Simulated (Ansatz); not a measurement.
# CH2Ge: the cost of one run

Method: cc-pVTZ, core rule «outside noble gas», up to 15 orbitals frozen; program: Ansatz 0.2.0, Gaussian basis.

The runs, in order: UHF; CCSD(T) on ROHF; CCSD(T) on UHF; BCCD(T) on ROHF; CCSDT(Q) on ROHF; CCSDT(Q) on UHF; CASSCF and MRCISD+Q, 9 electrons in 10 orbitals; CASSCF and NEVPT2, 9 electrons in 10 orbitals.

4 further runs of the same task are left out: 4 set aside as unsound or not needed.

**1. The geometry**

The geometry is a PBE0/def2-TZVP stationary point (not a proven minimum) of the parent state, kept for this charge and spin. No spin-orbit coupling is included. The filled d shell of Ge may be among the frozen orbitals whatever the setting's name suggests; the logs give the count.

4 atoms, charge 1, spin multiplicity 2.

Atoms are counted from 1 here; the program's logs count them from 0.

Bond lengths: Ge1–C2 1.786 Å, C2–H3 1.089 Å, C2–H4 1.089 Å. Angles: Ge1–C2–H3 123.1°, Ge1–C2–H4 123.1°, H3–C2–H4 113.7°.

**2. UHF**

in.yaml

```yaml
crystal:
  periodic: [false, false, false]
  atoms:
    - {symbol: Ge, position_ang: [0.000000, 0.000000, 0.302970]}
    - {symbol: C, position_ang: [0.000000, 0.000000, -1.483402]}
    - {symbol: H, position_ang: [0.000000, -0.912198, -2.078999]}
    - {symbol: H, position_ang: [0.000000, 0.912198, -2.078999]}
basis:
  gaussian: {orbitals: cc-pVTZ}
total_charge: 1
magnetization: {spin_polarized: true, initial_magnetization: 1}
hamiltonian: {xc: hf}
output: {orbitals: {seedname: orbitals}}
```

Run with:

```sh
ansatz run in.yaml --threads 1 --pin off --events-out ev --progress --plain --max-ram 4096MiB --backend cpu
```

**Question.** How long does this run take on 1 thread of AMD EPYC 7R13, shared host, and how much memory does it need?

About 8.5 s, with a peak of 0.29 GiB.
